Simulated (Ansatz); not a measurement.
**CH₄F₂OSi: one molecule under many settings**

Aim: run CH₄F₂OSi under a spread of inputs, and see what each costs and gives.

The runs use Ansatz 0.2.0, Gaussian basis; the settings change from run to run.

## Step 1: The relaxed structure

The structure was relaxed beforehand with PBE0-D4 in a triple-zeta def2 set.

SMILES `FC(F)O[SiH3]`, 9 atoms, charge 0, spin multiplicity 1.

Atoms are counted from 1 here; the program's logs count them from 0.

Bond lengths: F1–C2 1.354 Å, C2–F3 1.359 Å, C2–O4 1.341 Å, C2–H6 1.092 Å, O4–Si5 1.675 Å, Si5–H7 1.478 Å, Si5–H8 1.481 Å, Si5–H9 1.481 Å. Angles: F1–C2–F3 106.1°, F1–C2–O4 111.0°, F1–C2–H6 108.8°, F3–C2–O4 111.0°, F3–C2–H6 108.8°, O4–C2–H6 111.0°, C2–O4–Si5 126.1°, O4–Si5–H7 104.0°, O4–Si5–H8 110.7°, O4–Si5–H9 110.0°, H7–Si5–H8 111.2°, H7–Si5–H9 110.6°, H8–Si5–H9 110.3°.

Geometry (Å):

```tsv
atom	x (Å)	y (Å)	z (Å)
F1	1.74041	-0.65837	-0.89763
C2	1.30211	-0.26715	0.32184
F3	1.46576	1.08115	0.36521
O4	0.01604	-0.60222	0.50050
Si5	-1.30560	0.14251	-0.21065
H6	1.93547	-0.72315	1.08570
H7	-2.40997	-0.81820	-0.00501
H8	-1.06113	0.37638	-1.65272
H9	-1.59459	1.42275	0.47565
```

## Step 2: PBE0-DH/aug-pcseg-2

The input, in.yaml:

```yaml
crystal:
  periodic: [false, false, false]
  atoms:
    - {symbol: F, position_ang: [1.740412, -0.658367, -0.897628]}
    - {symbol: C, position_ang: [1.302109, -0.267147, 0.321841]}
    - {symbol: F, position_ang: [1.465756, 1.081145, 0.365214]}
    - {symbol: O, position_ang: [0.016039, -0.602224, 0.500500]}
    - {symbol: Si, position_ang: [-1.305595, 0.142513, -0.210648]}
    - {symbol: H, position_ang: [1.935469, -0.723153, 1.085701]}
    - {symbol: H, position_ang: [-2.409973, -0.818201, -0.005011]}
    - {symbol: H, position_ang: [-1.061130, 0.376377, -1.652717]}
    - {symbol: H, position_ang: [-1.594586, 1.422755, 0.475646]}
basis:
  gaussian: {orbitals: aug-pcseg-2}
hamiltonian: {xc: {name: PBE0-DH}}
```

On the command line:

```console
> ansatz run in.yaml --threads 4 --pin off --events-out ev --progress --plain --max-ram 10444MiB
```

Standard output:

```text
Functional definition: PBE0-DH
  name "PBE0-DH"
  cite "Brémond & Adamo, J. Chem. Phys. 135, 024106 (2011) doi:10.1063/1.3604569"
  cite "Perdew, Burke & Ernzerhof, Phys. Rev. Lett. 77, 3865 (1996) doi:10.1103/PhysRevLett.77.3865"
  parameter a = 1/2
  parameter c = 1/8
  exchange = (1 - a)*pbe_x + a*exact_x
  correlation = (1 - c)*pbe_c + c*(mp2_os + mp2_ss)
2070 factors; integrals over basis functions are off by at most 9.4e-4 eV
mean field evaluation 1: about -16445.7354 eV, gradient 4.5e1 eV
mean field evaluation 2: about -16445.8043 eV, gradient 4.5e1 eV
mean field evaluation 4: about -16448.7519 eV, gradient 3.7e0 eV
mean field evaluation 8: about -16448.7787 eV, gradient 2.9e-1 eV
mean field evaluation 16: about -16448.7789 eV, gradient 3.4e-5 eV
mean field -16448.77889251 eV, -604.4814749171 hartree, gradient 3.6e-6 eV, S^2 0.000000; 0 other end points of the search recorded, 0 dependent functions left out
9 core orbitals not correlated: weight in the atoms' cores, before any rotation towards them, 1.000 or more for the frozen orbitals, at most 0.000 for the correlated occupied ones
reference -16448.77892313 eV, -604.4814760421 hartree; 16, 16 occupied and 301, 301 virtual orbitals, 2070 factors
second order -33.08278934 eV of doubles, -0.00000000 eV of singles
Total energy: -16452.91427179 eV, -604.6334473026 hartree
```

Wall time 33 s (4 threads of Intel Xeon at 2.50GHz, shared host); peak memory 1.4 GiB.

## Step 3: RPBE/def2-mTZVP

Options: a grid of angular degree 47.

Changes to in.yaml since step 2:

```diff
@@ -13,3 +13,3 @@
 basis:
-  gaussian: {orbitals: aug-pcseg-2}
-hamiltonian: {xc: {name: PBE0-DH}}
+  gaussian: {orbitals: def2-mTZVP, final_grid: {core_spheres: 20, valence_spheres: 16, degree: 47}}
+hamiltonian: {xc: {name: RPBE}}
```

Same command.

Standard output:

```text
Functional definition: RPBE
  name "RPBE"
  cite "Hammer, Hansen & Nørskov, Phys. Rev. B 59, 7413 (1999) doi:10.1103/PhysRevB.59.7413"
  cite "Perdew, Burke & Ernzerhof, Phys. Rev. Lett. 77, 3865 (1996) doi:10.1103/PhysRevLett.77.3865"
  parameter kappa = 0.804
  parameter beta = 0.06672455060314922
  exchange = rpbe_x(kappa = kappa, mu = beta*pi^2/3)
  correlation = pbe_c(beta = beta)
1012 factors; their error is unknown
mean field evaluation 1: about -16458.3151 eV, gradient 5.7e1 eV
mean field evaluation 2: about -16443.9364 eV, gradient 1.1e2 eV
mean field evaluation 4: about -16463.1517 eV, gradient 8.4e0 eV
mean field evaluation 8: about -16463.2225 eV, gradient 2.0e-1 eV
mean field evaluation 16: about -16463.2226 eV, gradient 2.6e-5 eV
mean field -16463.22260664 eV, -605.0122716211 hartree, gradient 2.6e-5 eV, S^2 0.000000; 0 other end points of the search recorded, 0 dependent functions left out
reference -16463.22264510 eV, -605.0122730342 hartree; 25, 25 occupied and 90, 90 virtual orbitals, 1012 factors
Total energy: -16463.22264510 eV, -605.0122730342 hartree
```

Run time: 4.1 s. Hardware: 4 threads of Intel Xeon at 2.50GHz, shared host.

## Step 4: wB97X/def2-TZVPP

This run has a point charge of 2.00 e beside it.

Changes to in.yaml since step 3:

```diff
@@ -13,3 +13,4 @@
 basis:
-  gaussian: {orbitals: def2-mTZVP, final_grid: {core_spheres: 20, valence_spheres: 16, degree: 47}}
-hamiltonian: {xc: {name: RPBE}}
+  gaussian: {orbitals: def2-TZVPP, point_charges: [{charge: 2.00, position_ang: [5.947, -0.229, 0.329]}]}
+hamiltonian: {xc: {name: wB97X}}
+output: {forces: true}
```

Launched as before.

Standard output, shortened:

```text
Functional definition: wB97X
  name "wB97X"
  cite "Chai & Head-Gordon, J. Chem. Phys. 128, 084106 (2008) doi:10.1063/1.2834918"
  cite "Becke, J. Chem. Phys. 107, 8554 (1997) doi:10.1063/1.475007"
[...]
  # The coefficients of nought are those of the uniform gas.
[...]
      + exact_x_lr(omega)
[...]
      + integral(e_c_pw_opposite_spin*poly(b97_u_opposite, 1, cos1, cos2, cos3, cos4))
1170 factors; their error is unknown
256 factors; integrals over basis functions are off by at most 1.0e-5 eV
[...]
mean field -16463.83280053 eV, -605.0346958329 hartree, gradient 4.6e-5 eV, S^2 0.000000; 0 other end points of the search recorded, 0 dependent functions left out
[...]
reference -16463.83276810 eV, -605.0346946410 hartree; 25, 25 occupied and 197, 197 virtual orbitals, 1170 factors
Total energy: -16463.83276810 eV, -605.0346946410 hartree
Atom 0 at     1.740412    -0.658367    -0.897628 Å, force     0.693930    -0.126339    -0.467093 eV/Å
Atom 1 at     1.302109    -0.267147     0.321841 Å, force    -2.029918    -0.263070     0.466043 eV/Å
Atom 2 at     1.465756     1.081145     0.365214 Å, force     0.513079     0.289539     0.002986 eV/Å
Atom 3 at     0.016039    -0.602224     0.500500 Å, force     1.677407    -0.090719     0.193615 eV/Å
Atom 4 at    -1.305595     0.142513    -0.210648 Å, force    -1.315118     0.347135    -0.341592 eV/Å
Atom 5 at     1.935469    -0.723153     1.085701 Å, force     0.047024    -0.086553     0.141511 eV/Å
Atom 6 at    -2.409973    -0.818201    -0.005011 Å, force     0.199533     0.062296    -0.007250 eV/Å
Atom 7 at    -1.061130     0.376377    -1.652717 Å, force     0.167008    -0.053202     0.133110 eV/Å
Atom 8 at    -1.594586     1.422755     0.475646 Å, force     0.179587    -0.121757    -0.022233 eV/Å
Dipole moment:    -0.564534    -0.033968     0.110870 e Å
```

Run time: 14 s. Hardware: 4 threads of Intel Xeon at 2.50GHz, shared host; peak memory 0.66 GiB.

Largest force 2.099 eV/Å, dipole 2.77 D.

## Step 5: r2SCAN0/def2-mTZVP

This run has charge +1, multiplicity 2, finite nuclei, D4 dispersion.

Changes to in.yaml since step 4:

```diff
@@ -13,4 +13,6 @@
 basis:
-  gaussian: {orbitals: def2-TZVPP, point_charges: [{charge: 2.00, position_ang: [5.947, -0.229, 0.329]}]}
-hamiltonian: {xc: {name: wB97X}}
+  gaussian: {orbitals: def2-mTZVP, nuclear_model: gaussian}
+total_charge: 1
+magnetization: {spin_polarized: true, initial_magnetization: 1}
+hamiltonian: {xc: {name: r2SCAN0}, dispersion: d4}
 output: {forces: true}
```

The command is unchanged.

Standard output, shortened:

```text
Functional definition: r2SCAN0
  name "r2SCAN0"
  cite "Bursch, Neugebauer, Ehlert & Grimme, J. Chem. Phys. 156, 134105 (2022) doi:10.1063/5.0086040"
  cite "Furness, Kaplan, Ning, Perdew & Sun, J. Phys. Chem. Lett. 11, 8208 (2020) doi:10.1021/acs.jpclett.0c02405"
  cite "Furness, Kaplan, Ning, Perdew & Sun, J. Phys. Chem. Lett. 11, 9248 (2020) doi:10.1021/acs.jpclett.0c03077"
  parent r2scan
[...]
1021 factors; their error is unknown
[...]
mean field -16447.32421004 eV, -604.4280163222 hartree, gradient 1.9e-5 eV, S^2 0.766369; 4 other end points of the search recorded, 0 dependent functions left out
[...]
reference -16447.32421993 eV, -604.4280166855 hartree; 25, 24 occupied and 90, 91 virtual orbitals, 1021 factors
Total energy: -16447.36115096 eV, -604.4293738759 hartree
Atom 0 at     1.740412    -0.658367    -0.897628 Å, force    -1.057068    -0.057355     0.815987 eV/Å
Atom 1 at     1.302109    -0.267147     0.321841 Å, force     4.178238     1.230785    -0.464065 eV/Å
Atom 2 at     1.465756     1.081145     0.365214 Å, force    -0.793080    -0.989405     0.016907 eV/Å
Atom 3 at     0.016039    -0.602224     0.500500 Å, force    -1.566724    -0.015352    -0.391463 eV/Å
Atom 4 at    -1.305595     0.142513    -0.210648 Å, force    -1.369467    -1.751035    -0.265113 eV/Å
Atom 5 at     1.935469    -0.723153     1.085701 Å, force    -0.299998     0.017947    -0.022138 eV/Å
Atom 6 at    -2.409973    -0.818201    -0.005011 Å, force     0.179745     0.211222     0.231258 eV/Å
Atom 7 at    -1.061130     0.376377    -1.652717 Å, force     0.574711     0.504367    -0.281308 eV/Å
Atom 8 at    -1.594586     1.422755     0.475646 Å, force     0.153645     0.848825     0.359936 eV/Å
Dipole moment:    -0.976505     0.049170     0.138052 e Å
```

Wall time 15 s (4 threads of Intel Xeon at 2.50GHz, shared host).

Largest force 4.380 eV/Å, ⟨S²⟩ 0.766.

## Step 6: B2PLYP/aug-cc-pVTZ

Changes to in.yaml since step 5:

```diff
@@ -13,6 +13,4 @@
 basis:
-  gaussian: {orbitals: def2-mTZVP, nuclear_model: gaussian}
-total_charge: 1
-magnetization: {spin_polarized: true, initial_magnetization: 1}
-hamiltonian: {xc: {name: r2SCAN0}, dispersion: d4}
+  gaussian: {orbitals: aug-cc-pVTZ}
+hamiltonian: {xc: {name: B2PLYP}}
 output: {forces: true}
```

The command is unchanged.

Standard output, shortened:

```text
Functional definition: B2PLYP
  name "B2PLYP"
  cite "Grimme, J. Chem. Phys. 124, 034108 (2006) doi:10.1063/1.2148954"
  cite "Becke, Phys. Rev. A 38, 3098 (1988) doi:10.1103/PhysRevA.38.3098"
  cite "Lee, Yang & Parr, Phys. Rev. B 37, 785 (1988) doi:10.1103/PhysRevB.37.785"
[...]
1918 factors; integrals over basis functions are off by at most 1.4e-3 eV
[...]
mean field -16448.04379096 eV, -604.4544604333 hartree, gradient 5.2e-6 eV, S^2 0.000000; 0 other end points of the search recorded, 0 dependent functions left out
9 core orbitals not correlated: weight in the atoms' cores, before any rotation towards them, 1.000 or more for the frozen orbitals, at most 0.000 for the correlated occupied ones
reference -16448.04396977 eV, -604.4544670045 hartree; 16, 16 occupied and 301, 301 virtual orbitals, 1918 factors
second order -33.96002533 eV of doubles, -0.00000000 eV of singles
[...]
Total energy: -16457.21317661 eV, -604.7914291407 hartree
Atom 0 at     1.740412    -0.658367    -0.897628 Å, force     0.138040    -0.100278    -0.344157 eV/Å
Atom 1 at     1.302109    -0.267147     0.321841 Å, force     0.224904    -0.304082     0.456578 eV/Å
Atom 2 at     1.465756     1.081145     0.365214 Å, force     0.059494     0.378274     0.001545 eV/Å
Atom 3 at     0.016039    -0.602224     0.500500 Å, force    -0.019340    -0.191865     0.155589 eV/Å
Atom 4 at    -1.305595     0.142513    -0.210648 Å, force    -0.394106     0.171354    -0.171941 eV/Å
Atom 5 at     1.935469    -0.723153     1.085701 Å, force    -0.093561     0.080340    -0.134958 eV/Å
Atom 6 at    -2.409973    -0.818201    -0.005011 Å, force     0.078903     0.075870    -0.018551 eV/Å
Atom 7 at    -1.061130     0.376377    -1.652717 Å, force    -0.015249    -0.016249     0.107905 eV/Å
Atom 8 at    -1.594586     1.422755     0.475646 Å, force     0.020915    -0.093365    -0.052009 eV/Å
Dipole moment:    -0.169456    -0.063009     0.147439 e Å
```

Wall time 58 s (4 threads of Intel Xeon at 2.50GHz, shared host); peak memory 1.4 GiB.

Largest force 0.593 eV/Å, dipole 1.12 D.

## Step 7: LC-wPBE/def2-TZVPD

Set apart from the defaults: coordinates scaled by 0.92, high accuracy.

The input, in.yaml:

```yaml
crystal:
  periodic: [false, false, false]
  atoms:
    - {symbol: F, position_ang: [1.601179, -0.605697, -0.825818]}
    - {symbol: C, position_ang: [1.197940, -0.245775, 0.296094]}
    - {symbol: F, position_ang: [1.348496, 0.994654, 0.335997]}
    - {symbol: O, position_ang: [0.014756, -0.554046, 0.460460]}
    - {symbol: Si, position_ang: [-1.201147, 0.131112, -0.193796]}
    - {symbol: H, position_ang: [1.780632, -0.665301, 0.998845]}
    - {symbol: H, position_ang: [-2.217175, -0.752745, -0.004610]}
    - {symbol: H, position_ang: [-0.976240, 0.346267, -1.520500]}
    - {symbol: H, position_ang: [-1.467019, 1.308935, 0.437594]}
basis:
  gaussian: {orbitals: def2-TZVPD}
hamiltonian: {xc: {name: LC-wPBE}}
accuracy: high
```

The command is unchanged.

Standard output, shortened:

```text
Functional definition: LC-wPBE
  name "LC-wPBE"
  cite "Vydrov & Scuseria, J. Chem. Phys. 125, 234109 (2006) doi:10.1063/1.2409292"
  cite "Heyd & Scuseria, J. Chem. Phys. 120, 7274 (2004) doi:10.1063/1.1668634"
  cite "Ernzerhof & Perdew, J. Chem. Phys. 109, 3313 (1998) doi:10.1063/1.476928"
  cite "Perdew, Burke & Ernzerhof, Phys. Rev. Lett. 77, 3865 (1996) doi:10.1103/PhysRevLett.77.3865"
  parent pbe
[...]
3912 factors; integrals over basis functions are off by at most 3.7e-9 eV
825 factors; integrals over basis functions are off by at most 1.5e-9 eV
[...]
mean field -16456.34029311 eV, -604.7593512638 hartree, gradient 8.8e-8 eV, S^2 0.000000; 0 other end points of the search recorded, 0 dependent functions left out
reference -16456.34029311 eV, -604.7593512638 hartree; 25, 25 occupied and 211, 211 virtual orbitals, 3912 factors
Total energy: -16456.34029311 eV, -604.7593512638 hartree
```

Wall time 24 s (4 threads of Intel Xeon at 2.50GHz, shared host); peak memory 1.8 GiB.

## Step 8: B97M-V/aug-cc-pVDZ

This run has atoms shaken by 0.15 Å.

The input, in.yaml:

```yaml
crystal:
  periodic: [false, false, false]
  atoms:
    - {symbol: F, position_ang: [1.617965, -0.784425, -1.198011]}
    - {symbol: C, position_ang: [1.401650, -0.085702, 0.440679]}
    - {symbol: F, position_ang: [1.601199, 0.914547, 0.350791]}
    - {symbol: O, position_ang: [0.022694, -0.772640, 0.346825]}
    - {symbol: Si, position_ang: [-1.162925, 0.089417, -0.137271]}
    - {symbol: H, position_ang: [1.904261, -0.837703, 0.968541]}
    - {symbol: H, position_ang: [-2.334244, -0.807135, -0.000647]}
    - {symbol: H, position_ang: [-1.428357, 0.278354, -1.550957]}
    - {symbol: H, position_ang: [-1.922482, 1.579475, 0.654648]}
basis:
  gaussian: {orbitals: aug-cc-pVDZ}
hamiltonian: {xc: {name: B97M-V}}
```

The command is unchanged.

Standard output, shortened:

```text
Functional definition: B97M-V
  name "B97M-V"
  cite "Mardirossian & Head-Gordon, J. Chem. Phys. 142, 074111 (2015) doi:10.1063/1.4907719"
  cite "Becke, J. Chem. Phys. 107, 8554 (1997) doi:10.1063/1.475007"
  cite "Vydrov & Van Voorhis, J. Chem. Phys. 133, 244103 (2010) doi:10.1063/1.3521275"
  # Of w^i u^j: cxij and so on, Table III.
[...]
  gx(w, u) = cx00 + cx01*u + cx02*u^2 + (cx10 + cx11*u)*w
  gss(w, u) = css00 + css02*u^2 + css10*w + (css32*w^3 + css42*w^4)*u^2
  gos(w, u) = cos00 + cos01*u + cos03*u^3 + cos10*w + cos32*w^3*u^2
[...]
      + integral(e_c_pw_mod_opposite_spin*gos(b97_w_opposite, b97_u_opposite)) + vv10(b, c)
1360 factors; their error is unknown
[...]
mean field -16450.37620371 eV, -604.5401750209 hartree, gradient 1.6e-5 eV, S^2 0.000000; 0 other end points of the search recorded, 0 dependent functions left out
reference -16450.37631464 eV, -604.5401790976 hartree; 25, 25 occupied and 130, 130 virtual orbitals, 1360 factors
Total energy: -16450.37631464 eV, -604.5401790976 hartree
```

It took 9.1 s on 4 threads of Intel Xeon at 2.50GHz, shared host.

## Step 9: SVWN5/6-31G

The input, in.yaml:

```yaml
crystal:
  periodic: [false, false, false]
  atoms:
    - {symbol: F, position_ang: [1.740412, -0.658367, -0.897628]}
    - {symbol: C, position_ang: [1.302109, -0.267147, 0.321841]}
    - {symbol: F, position_ang: [1.465756, 1.081145, 0.365214]}
    - {symbol: O, position_ang: [0.016039, -0.602224, 0.500500]}
    - {symbol: Si, position_ang: [-1.305595, 0.142513, -0.210648]}
    - {symbol: H, position_ang: [1.935469, -0.723153, 1.085701]}
    - {symbol: H, position_ang: [-2.409973, -0.818201, -0.005011]}
    - {symbol: H, position_ang: [-1.061130, 0.376377, -1.652717]}
    - {symbol: H, position_ang: [-1.594586, 1.422755, 0.475646]}
basis:
  gaussian: {orbitals: 6-31G}
hamiltonian: {xc: {name: SVWN5}}
```

Launched as before.

Standard output:

```text
Functional definition: SVWN5
  name "SVWN5"
  cite "Dirac, Proc. Camb. Phil. Soc. 26, 376 (1930) doi:10.1017/S0305004100016108"
  cite "Slater, Phys. Rev. 81, 385 (1951) doi:10.1103/PhysRev.81.385"
  cite "Vosko, Wilk & Nusair, Can. J. Phys. 58, 1200 (1980) doi:10.1139/p80-159"
  exchange = slater_x
  correlation = vwn5_c
620 factors; integrals over basis functions are off by at most 1.8e-4 eV
mean field evaluation 1: about -16362.2643 eV, gradient 5.0e1 eV
mean field evaluation 2: about -16347.4972 eV, gradient 1.0e2 eV
mean field evaluation 4: about -16366.4786 eV, gradient 6.5e0 eV
mean field evaluation 8: about -16366.5247 eV, gradient 6.6e-2 eV
mean field -16366.52471900 eV, -601.4586897942 hartree, gradient 4.2e-5 eV, S^2 0.000000; 0 other end points of the search recorded, 0 dependent functions left out
reference -16366.52474640 eV, -601.4586908011 hartree; 25, 25 occupied and 32, 32 virtual orbitals, 620 factors
Total energy: -16366.52474640 eV, -601.4586908011 hartree
```

Wall time 0.81 s (4 threads of Intel Xeon at 2.50GHz, shared host).

## Step 10: PBE/cc-pVDZ

Options: atoms shaken by 0.08 Å, D3(BJ) dispersion.

The input, in.yaml:

```yaml
crystal:
  periodic: [false, false, false]
  atoms:
    - {symbol: F, position_ang: [1.687281, -0.597398, -0.841515]}
    - {symbol: C, position_ang: [1.438528, -0.323281, 0.187016]}
    - {symbol: F, position_ang: [1.527249, 1.090957, 0.469011]}
    - {symbol: O, position_ang: [0.013010, -0.673686, 0.578351]}
    - {symbol: Si, position_ang: [-1.302782, 0.290171, -0.285505]}
    - {symbol: H, position_ang: [2.014634, -0.643478, 1.121736]}
    - {symbol: H, position_ang: [-2.395003, -0.829591, 0.022708]}
    - {symbol: H, position_ang: [-1.069150, 0.422082, -1.662675]}
    - {symbol: H, position_ang: [-1.535920, 1.309682, 0.299071]}
basis:
  gaussian: {orbitals: cc-pVDZ}
hamiltonian: {xc: {name: PBE}, dispersion: d3bj}
output: {forces: true}
```

The command is unchanged.

Standard output, shortened:

```text
Functional definition: PBE
  name "PBE"
  cite "Perdew, Burke & Ernzerhof, Phys. Rev. Lett. 77, 3865 (1996) doi:10.1103/PhysRevLett.77.3865"
  parent pbe
[...]
1057 factors; their error is unknown
[...]
mean field -16444.50761826 eV, -604.3245084836 hartree, gradient 5.2e-5 eV, S^2 0.000000; 0 other end points of the search recorded, 0 dependent functions left out
[...]
reference -16444.50764993 eV, -604.3245096474 hartree; 25, 25 occupied and 69, 69 virtual orbitals, 1057 factors
Total energy: -16444.65449811 eV, -604.3299062182 hartree
Atom 0 at     1.687281    -0.597398    -0.841515 Å, force     5.220286    -4.960374   -19.476485 eV/Å
Atom 1 at     1.438528    -0.323281     0.187016 Å, force    -7.287518     5.315474    22.654844 eV/Å
Atom 2 at     1.527249     1.090957     0.469011 Å, force     0.021851     0.237456    -1.151197 eV/Å
Atom 3 at     0.013010    -0.673686     0.578351 Å, force     0.983258     1.359032    -1.902505 eV/Å
Atom 4 at    -1.302782     0.290171    -0.285505 Å, force     2.111095   -11.357725    -1.114382 eV/Å
Atom 5 at     2.014634    -0.643478     1.121736 Å, force     0.026936    -0.792577    -1.211069 eV/Å
Atom 6 at    -2.395003    -0.829591     0.022708 Å, force     0.494061     1.103517    -0.495394 eV/Å
Atom 7 at    -1.069150     0.422082    -1.662675 Å, force     0.400019     0.274660    -2.129880 eV/Å
Atom 8 at    -1.535920     1.309682     0.299071 Å, force    -1.969989     8.820536     4.826068 eV/Å
Dipole moment:     0.114775     0.003254    -0.301021 e Å
```

Wall time 1.7 s (4 threads of Intel Xeon at 2.50GHz, shared host).

Largest force 24.385 eV/Å, dipole 1.55 D.

## Step 11: The runs in one table

```tsv
level	charge	multiplicity	geometry	functions	energy (eV)	time
PBE0-DH/aug-pcseg-2	0	1	relaxed	326	-16452.914	33 s
RPBE/def2-mTZVP	0	1	relaxed	115	-16463.223	4.1 s
wB97X/def2-TZVPP	0	1	relaxed, point charge	222	-16463.833	14 s
r2SCAN0/def2-mTZVP	1	2	relaxed	115	-16447.361	15 s
B2PLYP/aug-cc-pVTZ	0	1	relaxed	326	-16457.213	58 s
LC-wPBE/def2-TZVPD	0	1	scaled	236	-16456.340	24 s
B97M-V/aug-cc-pVDZ	0	1	shaken	155	-16450.376	9.1 s
SVWN5/6-31G	0	1	relaxed	57	-16366.525	0.81 s
PBE/cc-pVDZ	0	1	shaken	94	-16444.654	1.7 s
```

## Step 12: Summary of results

| quantity | value |
| --- | --- |
| runs | 9 |
| quickest | SVWN5/6-31G, 0.81 s |
| slowest | B2PLYP/aug-cc-pVTZ, 58 s |
| spread of total energies, same state and geometry | 96.7 eV |

**Reading.** B2PLYP/aug-cc-pVTZ took 72 times as long as SVWN5/6-31G. The jobs differ in tasks and options as well as level. Total energies at one charge and spin differ by 97 eV between levels, so only differences within one level mean anything. At the PBE0-D4/def2-TZVP geometry and in the same state, runs without warnings or point charges leave forces up to 0.59 eV/Å (B2PLYP/aug-cc-pVTZ), against 24.4 eV/Å where the atoms were moved.
